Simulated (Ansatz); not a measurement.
# H5NO2Si: a short trajectory

Aim: follow the atoms for 60 steps of 0.75 fs at constant energy, with velocities drawn for 100 K, and see to which side of the barrier the system falls.

The runs use Ansatz 0.2.0, Gaussian basis; B3LYP-D4/def2-SVPD.

**1. Starting geometry**

The start, a first-order saddle point found at PBE0-D4 in triple zeta: 9 atoms, charge 0, spin multiplicity 1.

Atoms are counted from 1 here; the program's logs count them from 0.

Bond lengths: Si1–N2 1.867 Å, Si1–H3 1.624 Å, Si1–O4 1.664 Å, Si1–O5 1.649 Å, N2–H6 1.015 Å, N2–H7 1.013 Å, O4–H8 0.959 Å, O5–H9 0.963 Å. Angles: N2–Si1–H3 46.2°, N2–Si1–O4 97.3°, N2–Si1–O5 106.6°, H3–Si1–O4 117.3°, H3–Si1–O5 127.3°, O4–Si1–O5 109.3°, Si1–N2–H6 122.0°, Si1–N2–H7 120.9°, H6–N2–H7 112.9°, Si1–O4–H8 115.5°, Si1–O5–H9 115.4°.

Coordinates:

```
atom     x (Å)     y (Å)     z (Å)
 Si1  -0.74623  -0.06733   0.04485
  N2   0.91482  -0.90069  -0.13028
  H3  -0.23708  -1.60207   0.19597
  O4  -0.32087   0.99919   1.24921
  O5  -1.00501   0.76655  -1.35446
  H6   1.65556  -0.77268   0.55171
  H7   1.26117  -1.18306  -1.03923
  H8  -0.99226   1.15936   1.91439
  H9  -0.53010   1.60082  -1.43207
```

**2. The run**

md/in.yaml reads:

```yaml
crystal:
  periodic: [false, false, false]
  atoms:
    - {symbol: Si, position_ang: [-0.746226, -0.067326, 0.044851]}
    - {symbol: N, position_ang: [0.914820, -0.900689, -0.130278]}
    - {symbol: H, position_ang: [-0.237085, -1.602065, 0.195971]}
    - {symbol: O, position_ang: [-0.320874, 0.999186, 1.249211]}
    - {symbol: O, position_ang: [-1.005010, 0.766550, -1.354464]}
    - {symbol: H, position_ang: [1.655564, -0.772676, 0.551710]}
    - {symbol: H, position_ang: [1.261171, -1.183061, -1.039227]}
    - {symbol: H, position_ang: [-0.992263, 1.159357, 1.914394]}
    - {symbol: H, position_ang: [-0.530098, 1.600824, -1.432068]}
basis:
  gaussian: {orbitals: def2-SVPD}
hamiltonian: {xc: {name: B3LYP}, dispersion: d4}
md: {n_steps: 60, timestep: 0.75, temperature: 100, ensemble: nve, seed: 932, initial_velocities: maxwell_boltzmann}
```

On the command line:

```bash
$ ansatz run in.yaml --threads 4 --pin off --events-out ev --progress --plain --max-ram 9574MiB
```

**Question.** What will these runs give? Wanted: temperature at the start; mean temperature, second half; lowest and highest potential energy, from the first frame; largest change of potential + kinetic; bonds lost by distance.

The runs gave:

| quantity | value |
| --- | --- |
| length | 60 steps, 45.0 fs |
| temperature at the start | 100 K |
| mean temperature, second half | 1541 K |
| lowest and highest potential energy, from the first frame | -2602 and 0 meV |
| largest change of potential + kinetic | 12.3 meV |
| bonds lost by distance | Si1–H3 |

In words: By the last frame it has moved back towards the start side of the step. The system runs downhill by 2.60 eV, and that energy turns into motion. With no thermostat the total energy should stay fixed; it holds within 12.3 meV, small beside the kinetic energy, so the time step serves. The temperature runs between 100 and 2967 K.
